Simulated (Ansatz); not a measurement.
The system is TiPd.

```
CELL_PARAMETERS angstrom
3.18000 0.00000 0.00000
0.00000 3.18000 0.00000
0.00000 0.00000 3.18000
ATOMIC_POSITIONS crystal
Pd 0.00000 0.00000 0.00000
Ti 0.50000 0.50000 0.50000
```

```yaml
Program: Ansatz 0.2.0
Task: relaxation of cell and atoms
Functional: PBE
Dispersion: D3(BJ)
Potentials_or_basis: all-electron LAPW, scalar-relativistic
Basis_error_allowed: 0.001 eV/atom
k_mesh: 8 × 8 × 8
Occupations: fermi-dirac, width 0.05 eV
Spin: no spin polarisation
```

At the start: volume 16.08 Å³/atom.

How do energy, volume and symmetry change on relaxing?

Over 5 steps the energy falls by 16.6 meV/atom and the volume is 15.35 Å³/atom (-4.5 %); space group Pm-3m (No. 221, to 0.05 Å).

The path:
```tsv
step	energy change (eV)	largest force (eV/Å)	volume (Å³)
1	0.0000	0.0000	32.16
2	-0.0330	0.0000	30.83
3	-0.0332	0.0000	30.70
4	-0.0332	0.0000	30.71
5	-0.0332	0.0000	30.71
```

Final structure:
```yaml
crystal:
  lattice:
    - [3.13144, 0.00000, 0.00000]
    - [0.00000, 3.13144, 0.00000]
    - [0.00000, 0.00000, 3.13144]
  atoms:
    - { symbol: Pd, position: [0.00000, 0.00000, 0.00000] }
    - { symbol: Ti, position: [0.50000, 0.50000, 0.50000] }
```
